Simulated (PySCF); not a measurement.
The system is C2NBrH4, in a box.

```
C N Br H
1.0
    12.00000    0.00000    0.00000
     0.00000   14.00000    0.00000
     0.00000    0.00000   12.00000
C N Br H
2 1 1 4
Direct
  0.48723 0.61452 0.53647
  0.56287 0.48086 0.45361
  0.50423 0.51263 0.53037
  0.59047 0.34828 0.43796
  0.39787 0.62905 0.53267
  0.51663 0.63987 0.61738
  0.52949 0.65472 0.47024
  0.60429 0.52212 0.38829
```

Program: PySCF 2.14.0. Alike in all runs: task atomic charges; potentials or basis def2-svp (all-electron); no spin polarisation; cell as given; k mesh 1 × 1 × 1; smearing fixed.

Problem. Order these runs on this cell by their band gap on the k mesh, lowest first.
A. level r2SCAN50
B. level HSE03
C. level PBE0+D3; three-body dispersion term no
D. level B3LYP5+D3(OP); three-body dispersion term no

Solution. B (6.67 eV), D (6.96 eV), C (7.44 eV), A (9.92 eV).

Caveats: this is a molecule in a periodic box at the Γ point, so its band gap is the HOMO-LUMO gap; relativity is left out, which matters for the heavier elements; the basis of atomic orbitals isn't converged, which shifts pressures, moduli and gaps; this program's HSE differs a little from the usual definition (some runs).

Runs at the PBE level aren't shown here.
